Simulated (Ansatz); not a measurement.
# CHBFNO (SMILES O=C=NBF): energies and forces away from the minimum, part 2 of 2

Ansatz 0.2.0, Gaussian basis. The steps go on from the part before.

**3. Structure 2, width 0.02 Å**

File pbe-tzvpp/in.yaml:

```yaml
crystal:
  periodic: [false, false, false]
  atoms:
    - {symbol: O, position_ang: [0.726125, -2.233354, 1.099602]}
    - {symbol: C, position_ang: [0.517342, -1.295423, 0.462071]}
    - {symbol: N, position_ang: [0.313151, -0.354202, -0.239485]}
    - {symbol: B, position_ang: [-0.324440, 0.873187, -0.359490]}
    - {symbol: F, position_ang: [-0.215169, 1.580699, -1.507005]}
    - {symbol: H, position_ang: [-1.057934, 1.340194, 0.486304]}
basis:
  gaussian: {orbitals: def2-TZVPP}
hamiltonian: {xc: pbe, dispersion: d4}
output: {forces: true}
```

r2scan-tzvpp/in.yaml, as changes to pbe-tzvpp/in.yaml:

```diff
-hamiltonian: {xc: pbe, dispersion: d4}
+hamiltonian: {xc: r2scan, dispersion: d4}
```

pbe0-tzvpp/in.yaml:

```diff
-hamiltonian: {xc: pbe, dispersion: d4}
-output: {forces: true}
+hamiltonian: {xc: pbe0, dispersion: d4}
+output: {forces: true, orbitals: {seedname: orbitals}}
```

wb97mv-tzvpp/in.yaml:

```diff
-hamiltonian: {xc: pbe, dispersion: d4}
+hamiltonian: {xc: {name: wB97M-V}}
```

ccsdt-tzvpp/in.yaml:

```diff
-hamiltonian: {xc: pbe, dispersion: d4}
+correlation: {method: ccsd_t}
```

The same command starts each run, in its folder.

Run with:

```console
$ ansatz run in.yaml --threads 4 --pin off --events-out ev --progress --plain --max-ram 8704MiB
```

pbe-tzvpp printed:

```text
Functional definition: PBE
  name "PBE"
  cite "Perdew, Burke & Ernzerhof, Phys. Rev. Lett. 77, 3865 (1996) doi:10.1103/PhysRevLett.77.3865"
  parent pbe
  parameter kappa = 0.804
  parameter beta = 0.06672455060314922
  exchange = pbe_x(kappa = kappa, mu = beta*pi^2/3)
  correlation = pbe_c(beta = beta)
870 factors; their error is unknown
mean field evaluation 1: about -7972.4596 eV, gradient 6.9e1 eV
mean field evaluation 2: about -7956.9836 eV, gradient 1.1e2 eV
mean field evaluation 4: about -7980.0690 eV, gradient 1.6e1 eV
mean field evaluation 8: about -7980.5215 eV, gradient 1.2e-1 eV
mean field evaluation 16: about -7980.5130 eV, gradient 2.8e-4 eV
mean field -7980.51302178 eV, -293.2784441645 hartree, gradient 4.7e-6 eV, S^2 0.000000; 0 other end points of the search recorded, 0 dependent functions left out
the calculation of the forces begins
reference -7980.51305881 eV, -293.2784455251 hartree; 18, 18 occupied and 151, 151 virtual orbitals, 870 factors
Total energy: -7980.60258167 eV, -293.2817354296 hartree
Atom 0 at     0.726125    -2.233354     1.099602 Å, force     0.493031    -1.683957     1.054335 eV/Å
Atom 1 at     0.517342    -1.295423     0.462071 Å, force    -0.175237    -0.099357     0.286674 eV/Å
Atom 2 at     0.313151    -0.354202    -0.239485 Å, force     0.265522     0.852341    -1.209854 eV/Å
Atom 3 at    -0.324440     0.873187    -0.359490 Å, force    -0.998801     1.474714    -0.558783 eV/Å
Atom 4 at    -0.215169     1.580699    -1.507005 Å, force     0.138032    -0.403193     0.497931 eV/Å
Atom 5 at    -1.057934     1.340194     0.486304 Å, force     0.277454    -0.140548    -0.070303 eV/Å
Dipole moment:    -0.036162    -0.008233     0.133197 e Å
```

Output in r2scan-tzvpp:

```text
[... 10 set-up lines as earlier in the session ...]
870 factors; their error is unknown
mean field evaluation 1: about -7978.6618 eV, gradient 6.4e1 eV
mean field evaluation 2: about -7969.8634 eV, gradient 9.1e1 eV
mean field evaluation 4: about -7985.0506 eV, gradient 1.1e1 eV
mean field evaluation 8: about -7985.2863 eV, gradient 1.9e-1 eV
mean field evaluation 16: about -7985.2781 eV, gradient 2.1e-4 eV
mean field -7985.27809272 eV, -293.4535572916 hartree, gradient 1.3e-5 eV, S^2 0.000000; 0 other end points of the search recorded, 0 dependent functions left out
the calculation of the forces begins
reference -7985.27810281 eV, -293.4535576625 hartree; 18, 18 occupied and 151, 151 virtual orbitals, 870 factors
Total energy: -7985.30003454 eV, -293.4543636385 hartree
Atom 0 at     0.726125    -2.233354     1.099602 Å, force     0.323459    -0.878099     0.492444 eV/Å
Atom 1 at     0.517342    -1.295423     0.462071 Å, force    -0.176437    -0.237385     0.401849 eV/Å
Atom 2 at     0.313151    -0.354202    -0.239485 Å, force     0.364094     0.386777    -0.841380 eV/Å
Atom 3 at    -0.324440     0.873187    -0.359490 Å, force    -1.033617     1.601683    -0.724572 eV/Å
Atom 4 at    -0.215169     1.580699    -1.507005 Å, force     0.124543    -0.664165     0.875538 eV/Å
Atom 5 at    -1.057934     1.340194     0.486304 Å, force     0.397959    -0.208810    -0.203878 eV/Å
Dipole moment:    -0.042920     0.000360     0.140841 e Å
```

Output in pbe0-tzvpp:

```text
[... 10 set-up lines as earlier in the session ...]
870 factors; their error is unknown
mean field evaluation 1: about -7975.1981 eV, gradient 5.8e1 eV
mean field evaluation 2: about -7971.2610 eV, gradient 7.4e1 eV
mean field evaluation 4: about -7980.3966 eV, gradient 4.3e0 eV
mean field evaluation 8: about -7980.4603 eV, gradient 3.1e-1 eV
mean field evaluation 16: about -7980.4604 eV, gradient 6.2e-5 eV
mean field -7980.46037335 eV, -293.2765093702 hartree, gradient 6.2e-5 eV, S^2 0.000000; 0 other end points of the search recorded, 0 dependent functions left out
the calculation of the forces begins
reference -7980.46040029 eV, -293.2765103605 hartree; 18, 18 occupied and 151, 151 virtual orbitals, 870 factors
Total energy: -7980.53489628 eV, -293.2792480376 hartree
Atom 0 at     0.726125    -2.233354     1.099602 Å, force     0.216957    -0.428440     0.207629 eV/Å
Atom 1 at     0.517342    -1.295423     0.462071 Å, force    -0.113626    -0.439428     0.472774 eV/Å
Atom 2 at     0.313151    -0.354202    -0.239485 Å, force     0.365601     0.212013    -0.622861 eV/Å
Atom 3 at    -0.324440     0.873187    -0.359490 Å, force    -0.971600     1.616700    -0.888393 eV/Å
Atom 4 at    -0.215169     1.580699    -1.507005 Å, force     0.108192    -0.754048     1.028794 eV/Å
Atom 5 at    -1.057934     1.340194     0.486304 Å, force     0.394476    -0.206797    -0.197943 eV/Å
Dipole moment:    -0.050284     0.007233     0.150049 e Å
```

wb97mv-tzvpp printed:

```text
[... 5 set-up lines as earlier in the session ...]
  # Of w^i u^j: cxij and so on, Table III.
[... 17 set-up lines as earlier in the session ...]
  gx(w, u) = 1 - cx + cx01*u + cx10*w
  gss(w, u) = css00 + css04*u^4 + css10*w + css20*w^2 + css43*w^4*u^3
  gos(w, u) = cos00 + cos10*w + (cos20 + cos21*u)*w^2 + (cos60 + cos61*u)*w^6
[... 2 set-up lines as earlier in the session ...]
      + integral(e_c_pw_mod_opposite_spin*gos(b97_w_opposite, b97_u_opposite)) + vv10(b, c)
870 factors; their error is unknown
190 factors; integrals over basis functions are off by at most 9.2e-6 eV
mean field evaluation 1: about -7982.3256 eV, gradient 5.4e1 eV
mean field evaluation 2: about -7982.4464 eV, gradient 5.6e1 eV
mean field evaluation 4: about -7986.9560 eV, gradient 2.8e0 eV
mean field evaluation 8: about -7986.9734 eV, gradient 6.0e-2 eV
mean field evaluation 16: about -7986.9875 eV, gradient 8.6e-5 eV
mean field -7986.98753868 eV, -293.5163782718 hartree, gradient 8.6e-5 eV, S^2 0.000000; 0 other end points of the search recorded, 0 dependent functions left out
the calculation of the forces begins
reference -7986.98758044 eV, -293.5163798065 hartree; 18, 18 occupied and 151, 151 virtual orbitals, 870 factors
Total energy: -7986.98758044 eV, -293.5163798065 hartree
Atom 0 at     0.726125    -2.233354     1.099602 Å, force     0.225501    -0.489167     0.260601 eV/Å
Atom 1 at     0.517342    -1.295423     0.462071 Å, force    -0.112771    -0.467011     0.504142 eV/Å
Atom 2 at     0.313151    -0.354202    -0.239485 Å, force     0.436476     0.171386    -0.719762 eV/Å
Atom 3 at    -0.324440     0.873187    -0.359490 Å, force    -1.142579     1.679820    -0.613150 eV/Å
Atom 4 at    -0.215169     1.580699    -1.507005 Å, force     0.120838    -0.645819     0.862955 eV/Å
Atom 5 at    -1.057934     1.340194     0.486304 Å, force     0.472535    -0.249208    -0.294786 eV/Å
Dipole moment:    -0.049731     0.007728     0.150042 e Å
```

Log of ccsdt-tzvpp:

```text
[... 6 set-up lines as earlier in the session ...]
1083 factors; integrals over basis functions are off by at most 1.0e-3 eV
mean field evaluation 1: about -7945.3306 eV, gradient 4.3e1 eV
mean field evaluation 2: about -7945.5593 eV, gradient 4.3e1 eV
mean field evaluation 4: about -7948.8482 eV, gradient 3.6e0 eV
mean field evaluation 8: about -7948.8949 eV, gradient 3.4e-1 eV
mean field evaluation 16: about -7945.3312 eV, gradient 4.3e1 eV
mean field -7948.89523504 eV, -292.1165119331 hartree, gradient 3.0e-6 eV, S^2 0.000000; 0 other end points of the search recorded, 0 dependent functions left out
5 core orbitals not correlated: weight in the atoms' cores, before any rotation towards them, 1.000 or more for the frozen orbitals, at most 0.000 for the correlated occupied ones
reference -7948.89523504 eV, -292.1165119331 hartree; 13, 13 occupied and 151, 151 virtual orbitals, 1083 factors
second order -24.55577291 eV of doubles, -0.00000000 eV of singles
cycle   1  -23.82227028 eV  change    7.3e-1 eV  update   1.3e-1
cycle   2  -24.46981688 eV  change   -6.5e-1 eV  update   4.3e-2
cycle   3  -24.62345047 eV  change   -1.5e-1 eV  update   1.9e-2
cycle   4  -24.60420270 eV  change    1.9e-2 eV  update   4.9e-3
cycle   5  -24.59883992 eV  change    5.4e-3 eV  update   2.1e-3
cycle   6  -24.60014767 eV  change   -1.3e-3 eV  update   7.1e-4
cycle   7  -24.60007754 eV  change    7.0e-5 eV  update   2.7e-4
cycle   8  -24.59987174 eV  change    2.1e-4 eV  update   9.9e-5
cycle   9  -24.59990020 eV  change   -2.8e-5 eV  update   4.6e-5
cycle  10  -24.59994439 eV  change   -4.4e-5 eV  update   1.9e-5
cycle  11  -24.59991077 eV  change    3.4e-5 eV  update   7.8e-6
cycle  12  -24.59992132 eV  change   -1.1e-5 eV  update   3.3e-6
perturbative correction -1.06301418 eV, -0.0390650505 hartree
the calculation of the forces begins
working
Total energy: -7974.55817054 eV, -293.0596074175 hartree
Atom 0 at     0.726125    -2.233354     1.099602 Å, force     0.395120    -1.204393     0.721201 eV/Å
Atom 1 at     0.517342    -1.295423     0.462071 Å, force    -0.184660    -0.273593     0.472231 eV/Å
Atom 2 at     0.313151    -0.354202    -0.239485 Å, force     0.430655     0.516867    -1.126648 eV/Å
Atom 3 at    -0.324440     0.873187    -0.359490 Å, force    -1.209529     1.855299    -0.700391 eV/Å
Atom 4 at    -0.215169     1.580699    -1.507005 Å, force     0.123048    -0.653041     0.877920 eV/Å
Atom 5 at    -1.057934     1.340194     0.486304 Å, force     0.445367    -0.241139    -0.244313 eV/Å
Dipole moment:    -0.053201     0.008176     0.156117 e Å
```

They took 1.2 s (pbe-tzvpp), 2 s (r2scan-tzvpp), 1.6 s (pbe0-tzvpp), 3.8 s (wb97mv-tzvpp), 2.2 min (ccsdt-tzvpp) on 4 threads of Intel Xeon Platinum 8259CL at 2.50GHz, shared host; peak memory 3 GiB.

```csv
method,RMS force component (eV/Å),RMS error against CCSD(T) (eV/Å),angle to CCSD(T) forces (°),dipole (D)
PBE-D4,0.767,0.241,17.8,0.66
r2SCAN-D4,0.666,0.144,6.4,0.71
PBE0-D4,0.645,0.286,20.1,0.76
wB97M-V,0.651,0.250,17.0,0.76
CCSD(T),0.785,reference,reference,0.79
```

**4. All structures together**

Energy above the minimum (eV):

```csv
structure,width (Å),PBE-D4,r2SCAN-D4,PBE0-D4,wB97M-V,Hartree-Fock,MP2,CCSD,CCSD(T)
1,0.02,0.069,0.078,0.074,0.078,0.081,0.094,0.086,0.088
2,0.02,0.061,0.064,0.059,0.061,0.057,0.080,0.072,0.079
```

Miss and cost, level by level (times from a shared host):

```csv
method,mean energy error from CCSD(T) (eV),mean time a point
PBE-D4,0.018,1.2 s
r2SCAN-D4,0.013,1.9 s
PBE0-D4,0.017,1.6 s
wB97M-V,0.014,3.8 s
Hartree-Fock,0.015,part of the CCSD(T) run
MP2,0.004,part of the CCSD(T) run
CCSD,0.005,part of the CCSD(T) run
CCSD(T),0,2.2 min
```

For cost: r2SCAN-D4 comes within 0.013 eV at 1.9 s a point, where CCSD(T) needs 2.2 min.

**5. What came out**

What follows sums up all 2 parts.

| quantity | value |
| --- | --- |
| energy above the minimum, CCSD(T) | 0.088, 0.079 eV |
| mean energy error | PBE-D4 0.018, r2SCAN-D4 0.013, PBE0-D4 0.017, wB97M-V 0.014, Hartree-Fock 0.015, MP2 0.004, CCSD 0.005 eV |
| mean RMS force error | PBE-D4 0.241, r2SCAN-D4 0.143, PBE0-D4 0.288, wB97M-V 0.256 eV/Å |
| largest T1 diagnostic | 0.016 |

**Reading.** In energy MP2 is nearest to CCSD(T) and PBE-D4 farthest. For forces r2SCAN-D4 is best, off by 15 % of the typical force, and PBE0-D4 worst (29 %); with few structures and a triple-zeta reference, gaps of a few points rank nothing.
